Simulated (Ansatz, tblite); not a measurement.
# ReO3Br (ReBrO₃): one state, many levels

The task here is to estimate one member of a computed series from the others.

The runs use Ansatz 0.2.0, Gaussian basis; as each input shows.

The runs, in order: GFN1-xTB, GFN2-xTB, PBE-D4/def2-TZVP, r2SCAN-D4/def2-TZVP, PBE-QIDH/def2-TZVP, BHLYP-D4/def2-TZVP, ωB97X-V/def2-TZVP, CAM-B3LYP-D4/def2-TZVP, revPBE-D4/def2-TZVP, HF/def2-TZVP, LC-ωPBE/def2-TZVP, PBE-D4/def2-SVP, PBE0-D4/def2-SVP, PBE0-D4/def2-TZVPD, PBE-D4/def2-TZVPD, r2SCAN-D4/def2-TZVPD, CCSD(T)/def2-TZVP, RPA/def2-TZVP.

## The geometry

The singlet was relaxed beforehand with PBE0-D4/def2-SVP.

5 atoms, charge 0, spin multiplicity 1.

Bond lengths: Re1–O2 1.691 Å, Re1–O3 1.691 Å, Re1–O4 1.691 Å, Re1–Br5 2.390 Å. Angles: O2–Re1–O3 109.1°, O2–Re1–O4 109.1°, O2–Re1–Br5 109.8°, O3–Re1–O4 109.1°, O3–Re1–Br5 109.8°, O4–Re1–Br5 109.8°.

Formally the metal is d0. Re takes a core potential in the def2 sets. No spin-orbit coupling is included.

PBE0-D4/def2-TZVP was run before; its log isn't repeated, and its numbers join the tables.

Set-up of the first run:

Tight binding, by tblite at 300 K electronic temperature and without a spin-polarisation term:

```python
tblite.interface.Calculator('GFN1-xTB', numbers, positions, charge=0, uhf=0).singlepoint()
```

Tight binding, by tblite at 300 K electronic temperature and without a spin-polarisation term:

```python
tblite.interface.Calculator('GFN2-xTB', numbers, positions, charge=0, uhf=0).singlepoint()
```

start.molden holds the orbitals of an earlier run on this state, given as this run's starting guess.

Contents of in.yaml:

```yaml
crystal:
  periodic: [false, false, false]
  atoms:
    - {symbol: Re, position_ang: [0.063333, 0.109372, 0.045473]}
    - {symbol: O, position_ang: [0.078770, 0.100801, 1.736721]}
    - {symbol: O, position_ang: [1.655898, 0.127015, -0.523783]}
    - {symbol: O, position_ang: [-0.734443, 1.499355, -0.495015]}
    - {symbol: Br, position_ang: [-1.063558, -1.836533, -0.763396]}
basis:
  gaussian: {orbitals: def2-TZVP, initial_orbitals: start.molden}
hamiltonian: {xc: pbe, dispersion: d4}
scf: {omitted_lower_state_checks: [starts]}
output: {forces: true, orbitals: {seedname: orbitals}}
```

Run with:

```console
$ ansatz run in.yaml --threads 4 --pin off --events-out ev --progress --plain --max-ram 3916MiB
```

Among the steps run: PBE-D4/def2-TZVP; r2SCAN-D4/def2-TZVP; PBE-QIDH/def2-TZVP; BHLYP-D4/def2-TZVP; ωB97X-V/def2-TZVP; CAM-B3LYP-D4/def2-TZVP; revPBE-D4/def2-TZVP; HF/def2-TZVP; LC-ωPBE/def2-TZVP; PBE-D4/def2-SVP; PBE0-D4/def2-SVP; PBE0-D4/def2-TZVPD; PBE-D4/def2-TZVPD; r2SCAN-D4/def2-TZVPD; CCSD(T)/def2-TZVP; RPA/def2-TZVP.

One table of the session follows, with a row left open; its other results are not shown here.

It belongs to the step «Levels side by side». 

| level | HOMO (eV) | LUMO (eV) | gap (eV) |
| --- | --- | --- | --- |
| HF/def2-TZVP | -12.91 | -0.10 | 12.81 |
| PBE-D4/def2-SVP | -8.39 | -3.98 | 4.40 |
| PBE-D4/def2-TZVP | -8.42 | -4.05 | 4.37 |
| PBE-D4/def2-TZVPD | -8.45 | -4.09 | 4.36 |
| revPBE-D4/def2-TZVP | -8.33 | -3.95 | 4.38 |
| r2SCAN-D4/def2-TZVP | -8.81 | -4.08 | 4.73 |
| r2SCAN-D4/def2-TZVPD | -8.81 | -4.09 | 4.72 |
| PBE0-D4/def2-SVP | ? | ? | ? |
| PBE0-D4/def2-TZVP | -9.80 | -3.40 | 6.40 |
| PBE0-D4/def2-TZVPD | -9.81 | -3.43 | 6.38 |
| BHLYP-D4/def2-TZVP | -11.01 | -2.61 | 8.40 |
| CAM-B3LYP-D4/def2-TZVP | -11.12 | -2.37 | 8.74 |
| LC-ωPBE/def2-TZVP | -12.46 | -1.25 | 11.21 |
| ωB97X-V/def2-TZVP | -12.09 | -1.29 | 10.79 |

Estimate the missing values for PBE0-D4/def2-SVP.

As computed: HOMO (eV): -9.82; LUMO (eV): -3.42; gap (eV): 6.40. In the column «HOMO (eV)» it lies between BHLYP-D4/def2-TZVP (-11.01) and PBE0-D4/def2-TZVPD (-9.81).
